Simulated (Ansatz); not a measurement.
# BiTe: response to strain

Aim: deform BiTe (equal xy, yz and zx engineering shear strains of -1 %) and compute stress, forces and field gradients with LAPW, PAW and all-electron datasets made for the crystal.

Program: Ansatz 0.2.0. Level of theory: DFT LDA, scalar-relativistic. These are calculated values, not measurements.

### Step 1. The structure to begin with

Symmetry: Fm-3m, No. 225, cubic system. Conventional cell: a = 6.470 Å, b = 6.470 Å, c = 6.470 Å, α = 90.00°, β = 90.00°, γ = 90.00°. Around Bi (site symmetry m-3m) lie 6 Te at 3.23 to 3.24 Å. Te (site symmetry m-3m) is surrounded by 6 Bi at 3.23 to 3.24 Å.

As a file:

```xyz
2
Lattice="0.0000 3.2350 3.2350 3.2350 0.0000 3.2350 3.2350 3.2350 0.0000" Properties=species:S:1:pos:R:3 pbc="T T T"
Bi    0.0000    0.0000    0.0000
Te    3.2350    3.2350    3.2350
```

Atoms are numbered in the order of the input: Bi1, Te2.

### Step 2. The deformed structure

Space group Fm-3m before, R-3m after.

### Step 3. Full-potential LAPW

input.yaml

```yaml
crystal:
  lattice:
    - [-0.03235, 3.218825, 3.218825]
    - [3.218825, -0.03235, 3.218825]
    - [3.218825, 3.218825, -0.03235]
  atoms:
    - { symbol: Bi, position: [0.0, 0.0, 0.0] }
    - { symbol: Te, position: [0.5, 0.5, 0.5] }
kpoints:
  mp_grid: { grid: [10, 10, 10] }
  band_path:
    path:
      - [0.0, 0.0, 0.0]
      - [0.5, 0.5, 0.5]
      - [0.2525443832, 0.5, 0.7474556168]
      - [-0.2525443832, 0.2525443832, 0.5]
      - [0.0, 0.0, 0.5]
      - [0.0, 0.0, 0.0]
      - [-0.3762721916, 0.0, 0.3762721916]
      - [0.0, 0.3762721916, 0.6237278084]
      - [0.0, 0.5, 0.5]
    npoints: 5
scf:
  occupations: { method: fermi_dirac, width: 0.08 }
hamiltonian:
  xc: lda
  pseudopotentials: { kind: all_electron, lapw: { basis_error: 0.0005 } }
output:
  forces: true
  stress: true
  eigenvalues: true
```

Command:

```console
ansatz run input.yaml --threads 1 --pin off --max-ram 3072MiB --backend cpu --events-out ev --progress --plain --runs-dir out
```

### Step 4. Frozen-core PAW

input.yaml

```yaml
crystal:
  lattice:
    - [-0.03235, 3.218825, 3.218825]
    - [3.218825, -0.03235, 3.218825]
    - [3.218825, 3.218825, -0.03235]
  atoms:
    - { symbol: Bi, position: [0.0, 0.0, 0.0] }
    - { symbol: Te, position: [0.5, 0.5, 0.5] }
kpoints:
  mp_grid: { grid: [10, 10, 10] }
scf:
  occupations: { method: fermi_dirac, width: 0.08 }
hamiltonian:
  xc: lda
  pseudopotentials: { kind: paw }
output:
  forces: true
  stress: true
  eigenvalues: true
  efg: { contact_densities: true }
```

### Step 5. Datasets made for this crystal

Changes to input.yaml since step 4:

```diff
@@ -14,3 +14,3 @@
   xc: lda
-  pseudopotentials: { kind: paw }
+  pseudopotentials: { kind: all_electron, datasets: crystal }
 output:
```

(Steps that only read results are left out.)

Before running it: what results should come out? Wanted: pressure; largest shear or deviatoric stress.

The runs gave:

```
                                 quantity                                              value
                                 pressure  LAPW -2.78, PAW -2.80, crystal datasets -2.78 GPa
largest shear or deviatoric stress (LAPW)                                           0.01 GPa
```

What this shows: The largest part of the stress beyond the pressure is 0.01 GPa in size; the atoms are carried along and not relaxed. No run of the undeformed cell stands beside it, so the pressure holds what the given cell had before the change. PAW: stress within 0.02 GPa of LAPW. Crystal datasets: stress within 0.01 GPa of LAPW. Spin-orbit coupling is left out, though the cell holds Bi; in elements this heavy it can shift bands and gaps by tenths of an eV.
